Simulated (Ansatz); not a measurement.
**AlGe+ (singlet): from Hartree-Fock to the top rungs at distance Ge1–Al2 = 3.130 Å, cc-pVDZ**

The task here is to estimate one member of a computed series from the others.

Computed with Ansatz 0.2.0, Gaussian basis. Level: cc-pVDZ, core rule «outside noble gas», up to 19 orbitals frozen.

To be run: UHF; CCSD(T) on RHF; CCSD(T) on UHF; BCCD(T) on RHF; CISD; CCSDT(Q) on RHF; CCSDT(Q) on UHF; CCSDTQ on RHF; CASSCF and MRCISD+Q, 2 electrons in 2 orbitals; CASSCF and NEVPT2, 2 electrons in 2 orbitals; CASSCF and MRCISD+Q, 6 electrons in 8 orbitals; CASSCF and NEVPT2, 6 electrons in 8 orbitals; Full CI.

17 further runs of the same task are left out: 15 that didn't finish, 2 set aside as unsound or not needed.

### The system

The geometry derives from a PBE0/def2-TZVP stationary point (not a proven minimum). One bond is set to the value named and the two fragments are kept rigid. No spin-orbit coupling is included. The filled d shell of Ge may be among the frozen orbitals whatever the setting's name suggests; the logs give the count.

2 atoms, charge 1, spin multiplicity 1.

Atoms are counted from 1 here; the program's logs count them from 0.

No contacts short enough for the rule that draws bonds.

Set-up of the first run:

File in.yaml:

```yaml
crystal:
  periodic: [false, false, false]
  atoms:
    - {symbol: Ge, position_ang: [0.000000, 0.000000, 0.000000]}
    - {symbol: Al, position_ang: [0.000000, 0.000000, 3.129900]}
basis:
  gaussian: {orbitals: cc-pVDZ}
total_charge: 1
magnetization: {spin_polarized: true, initial_magnetization: 0}
hamiltonian: {xc: hf}
output: {orbitals: {seedname: orbitals}}
```

On the command line:

```
$ ansatz run in.yaml --threads 1 --pin off --events-out ev --progress --plain --max-ram 2393MiB
```

Steps of the session up to this table: UHF; CCSD(T) on RHF; CCSD(T) on UHF; BCCD(T) on RHF; CISD; CCSDT(Q) on RHF; CCSDT(Q) on UHF; CCSDTQ on RHF; CASSCF and MRCISD+Q, 2 electrons in 2 orbitals; CASSCF and NEVPT2, 2 electrons in 2 orbitals; CASSCF and MRCISD+Q, 6 electrons in 8 orbitals; CASSCF and NEVPT2, 6 electrons in 8 orbitals; Full CI.

One table of the session follows, with a row left open; its other results are not shown here.

| method | from FCI (kcal/mol) |
| --- | --- |
| RHF | +76.53 |
| RMP2 | +24.92 |
| CISD | +8.22 |
| RCCSD | +2.76 |
| RCCSD(T) | +0.95 |
| BCCD(T) | +0.94 |
| RCCSDT | +0.35 |
| RCCSDT(Q) | +0.12 |
| RCCSDTQ | +0.01 |
| CASSCF valence | ? |
| NEVPT2 valence | +11.93 |
| MRCISD valence | +2.86 |
| MRCISD+Q valence | +1.41 |
| FCI | 0 |

**Question.** Estimate the row for CASSCF valence.

**Answer.** from FCI (kcal/mol): +33.16. In the column «from FCI (kcal/mol)» it lies between RMP2 (+24.92) and RHF (+76.53).

Not comparable, so not listed: CASSCF and NEVPT2, 2 electrons in 2 orbitals (they don't share determinant, frozen orbitals or solution with the rows shown, or repeat one).

Caveats from the session: Left out of the table: CASSCF pair, MRCISD pair, MRCISD+Q pair (the active space lost an orbital or holds another state than full CI finds). Left out of the table: UHF, UMP2, UCCSD, UCCSD(T), UCCSDT, UCCSDT(Q) (another determinant or state than the rows shown). Warnings in the runs' records: passed over end.
